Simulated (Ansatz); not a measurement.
**CaZn2: one candidate of a structure search**

Where does this trial cell of CaZn2 go when cell and atoms are let free?

Method: DFT PBE, scalar-relativistic, plane waves, PAW, in Ansatz 0.2.0.

**1. The structure to begin with**

The structure is tetragonal, space group P4/mmm (No. 123). Conventional cell: a = 4.454 Å, b = 4.454 Å, c = 17.000 Å, α = 90.00°, β = 90.00°, γ = 90.00°. Ca (site symmetry 4/mmm) is surrounded by 8 Zn at 3.47 Å. Zn (site symmetry 4mm) is surrounded by 1 Zn at 2.90 Å.

As a file:

```cif
data_structure
_symmetry_space_group_name_H-M 'P4/mmm'
_symmetry_Int_Tables_number 123
_cell_length_a 4.4543
_cell_length_b 4.4543
_cell_length_c 17.0000
_cell_angle_alpha 90.000
_cell_angle_beta 90.000
_cell_angle_gamma 90.000
_cell_volume 337.30
loop_
_atom_site_label
_atom_site_type_symbol
_atom_site_symmetry_multiplicity
_atom_site_Wyckoff_symbol
_atom_site_fract_x
_atom_site_fract_y
_atom_site_fract_z
_atom_site_occupancy
Ca1 Ca 1 b 0.00000 0.00000 0.50000 1
Zn1 Zn 2 h 0.50000 0.50000 0.58530 1
```

Recipe of the guess: species swapped into a sheet modelled on a layer of CeSi2, with Ca on the Ce sites and Zn on the Si sites. Lengths come from tabulated atomic sizes and are only a guess.

Only a and b are periodic; c spans vacuum, so the box's volume, pressure and space group aren't properties of the sheet.

**2. A first look at the guess**

input.yaml

```yaml
crystal:
  lattice:
    - [4.45432575, 0.0, 0.0]
    - [0.0, 4.45432575, 0.0]
    - [0.0, 0.0, 17.0]
  atoms:
    - { symbol: Ca, position: [0.0, 0.0, 0.5] }
    - { symbol: Zn, position: [0.5, 0.5, 0.58530111] }
    - { symbol: Zn, position: [0.5, 0.5, 0.41469889] }
  periodic: [true, true, false]
basis:
  ecutwfc: 420
kpoints:
  mp_grid: { grid: [4, 4, 1] }
hamiltonian:
  xc: pbe
scf:
  occupations: { method: gaussian, width: 0.1 }
  lower_state_search: "off"
output:
  forces: true
  stress: true
  eigenvalues: true
```

The run is started by

```console
$ ansatz run input.yaml --threads 1 --pin off --max-ram 2048MiB --backend cpu --events-out ev --progress --plain --runs-dir out
```

The session goes on with these runs: coarse relaxation; final relaxation.

Q: Predict the outcome of this session. Wanted: relaxed cell; area; thickness between outermost nuclei; energy over the elements; gap on the mesh.

**Answer**, as computed:

```
                              quantity                                value
symmetry at the end (tolerance 0.05 Å)          layer group p4/mmm (No. 61)
                          relaxed cell  a = 4.127 Å, b = 4.127 Å, γ = 90.0°
                                  area                         5.68 Å²/atom
    thickness between outermost nuclei                               2.54 Å
              energy over the elements                        +0.31 eV/atom
                       gap on the mesh                         none (metal)
```

**Reading.** The layer group p4/mmm (No. 61) is kept, and the area per atom shrinks by 14.2 % from the first guess. With a positive formation energy it can't be a ground state. No finished test with a distortion of lower symmetry is shown, so the end may be a saddle point.
